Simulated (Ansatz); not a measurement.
# Trimethylantimony (C3H9Sb): basis-set convergence

One table from this session's results is given with a row withheld; the runs are named, their logs left out.

The runs use Ansatz 0.2.0, Gaussian basis; one geometry, several basis sets.

The runs, in order: PBE0-D4/def2-SVP; ωB97M-V/def2-SVP; PBE0-D4/def2-QZVPP; ωB97M-V/def2-QZVPP; the functionals' def2-TZVPP values are taken from earlier runs.

**The relaxed structure**

The geometry comes from an earlier relaxation with PBE0-D4 in a triple-zeta def2 set; it is a stationary point, not always the lowest conformer. Sb takes the def2 core potential; no spin-orbit term is included.

SMILES `[CH3][Sb]([CH3])[CH3]`, 13 atoms, charge 0, spin multiplicity 1.

Atoms are counted from 1 here; the program's logs count them from 0.

Bond lengths: C1–Sb2 2.157 Å, C1–H5 1.091 Å, C1–H6 1.091 Å, C1–H7 1.091 Å, Sb2–C3 2.157 Å, Sb2–C4 2.157 Å, C3–H8 1.091 Å, C3–H9 1.091 Å, C3–H10 1.091 Å, C4–H11 1.091 Å, C4–H12 1.091 Å, C4–H13 1.091 Å. Angles: Sb2–C1–H5 109.7°, Sb2–C1–H6 110.0°, Sb2–C1–H7 109.7°, H5–C1–H6 109.4°, H5–C1–H7 108.6°, H6–C1–H7 109.4°, C1–Sb2–C3 94.6°, C1–Sb2–C4 94.6°, C3–Sb2–C4 94.6°, Sb2–C3–H8 110.0°, Sb2–C3–H9 109.7°, Sb2–C3–H10 109.7°, H8–C3–H9 109.4°, H8–C3–H10 109.4°, H9–C3–H10 108.6°, Sb2–C4–H11 109.7°, Sb2–C4–H12 109.7°, Sb2–C4–H13 110.0° and more.

The first run:

Contents of in.yaml:

```yaml
crystal:
  periodic: [false, false, false]
  atoms:
    - {symbol: C, position_ang: [-0.618315, 1.607866, -0.610353]}
    - {symbol: Sb, position_ang: [0.663605, -0.087150, -0.979955]}
    - {symbol: C, position_ang: [1.540202, -0.073392, 0.990925]}
    - {symbol: C, position_ang: [-0.841675, -1.552101, -0.488992]}
    - {symbol: H, position_ang: [-0.022609, 2.521221, -0.584815]}
    - {symbol: H, position_ang: [-1.133639, 1.485004, 0.343306]}
    - {symbol: H, position_ang: [-1.354152, 1.694234, -1.410866]}
    - {symbol: H, position_ang: [0.757846, 0.009901, 1.746637]}
    - {symbol: H, position_ang: [2.101124, -0.995110, 1.150751]}
    - {symbol: H, position_ang: [2.224258, 0.771136, 1.083559]}
    - {symbol: H, position_ang: [-0.379942, -2.535345, -0.390123]}
    - {symbol: H, position_ang: [-1.586405, -1.595467, -1.284752]}
    - {symbol: H, position_ang: [-1.329799, -1.285397, 0.449477]}
basis:
  gaussian: {orbitals: def2-SVP}
hamiltonian: {xc: pbe0, dispersion: d4}
output: {orbitals: {seedname: orbitals}}
```

The run is started by

```bash
ansatz run in.yaml --threads 4 --pin off --events-out ev --progress --plain --max-ram 10444MiB
```

Steps of the session up to this table: PBE0-D4 in def2-SVP; ωB97M-V in def2-SVP; PBE0-D4 in def2-QZVPP; ωB97M-V in def2-QZVPP.

One table of the session follows, with a row left open; its other results are not shown here.

It belongs to the step «Density functionals: the series». 

```
functional       basis  HOMO (eV)  LUMO (eV)
   PBE0-D4    def2-SVP      -6.32       0.70
   PBE0-D4  def2-TZVPP      -6.41       0.29
   PBE0-D4  def2-QZVPP      -6.42       0.16
   ωB97M-V    def2-SVP          ?          ?
   ωB97M-V  def2-TZVPP      -8.50       1.76
   ωB97M-V  def2-QZVPP      -8.51       1.44
```

Q: Estimate the row for ωB97M-V, def2-SVP from the others.

**Answer.** HOMO (eV): -8.40; LUMO (eV): 2.46. In the column «HOMO (eV)» it lies between ωB97M-V, def2-TZVPP (-8.50) and PBE0-D4, def2-QZVPP (-6.42).
